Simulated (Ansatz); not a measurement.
Crystal: CsLiCr2Te2S3.

```xyz
9
Lattice="7.2896 -2.1043 0.0177 7.2896 2.1043 0.0177 -2.5332 0.0000 7.2810" Properties=species:S:1:pos:R:3 pbc="T T T"
Cs    7.2896    0.0000    0.0177
Li   -1.2666    0.0000    3.6405
Cr    3.6953    0.0000    3.1643
Cr    8.3507    0.0000    4.1521
Te   11.3199    0.0000    1.2975
Te    0.7262    0.0000    6.0190
S     1.3789    0.0000    2.8973
S    10.6672    0.0000    4.4191
S     6.0230    0.0000    3.6582
```

The cell was built by a generator and needn't be a form met in nature.

Base run:

- Program: Ansatz 0.2.0
- Functional: PBE
- Potentials or basis: Ansatz PAW
- Cutoff: 420 eV (not typed: the program's choice for these potentials)
- k mesh: 7 × 7 × 4
- Occupations: fermi-dirac, width 0.05 eV
- Spin: collinear spin, ferromagnetic start
- Starting moments: [0.0, 0.0, 3.0, 3.0, 0.0, 0.0, 0.0, 0.0, 0.0] μB
- Hubbard terms: Cr d U = 4 eV

Its results: band gap on the k mesh none (metal or under the smearing width); pressure 3.1 GPa; net moment 6.19 μB per cell; site moments Cs -0.00; Li +0.00; Cr +3.16; Te -0.16; S -0.25, -0.05 μB; largest force 0.634 eV/Å.

**Question.** The run is repeated on the same cell with these changes: hubbard terms from Cr d U = 4 eV to Cr d U = 6 eV. What comes out?

**Answer.** Band gap on the k mesh none (metal or under the smearing width); pressure 4.6 GPa; net moment 6.48 μB per cell; site moments Cs -0.01; Li +0.00; Cr +3.33; Te -0.16; S -0.29, -0.07 μB; largest force 0.886 eV/Å.

Caveats: the magnetic or orbital state may not be the lowest; only a ferromagnetic start was run, and an antiferromagnetic order may lie lower in energy; the density of states is complete only up to the lowest level of the last band computed.
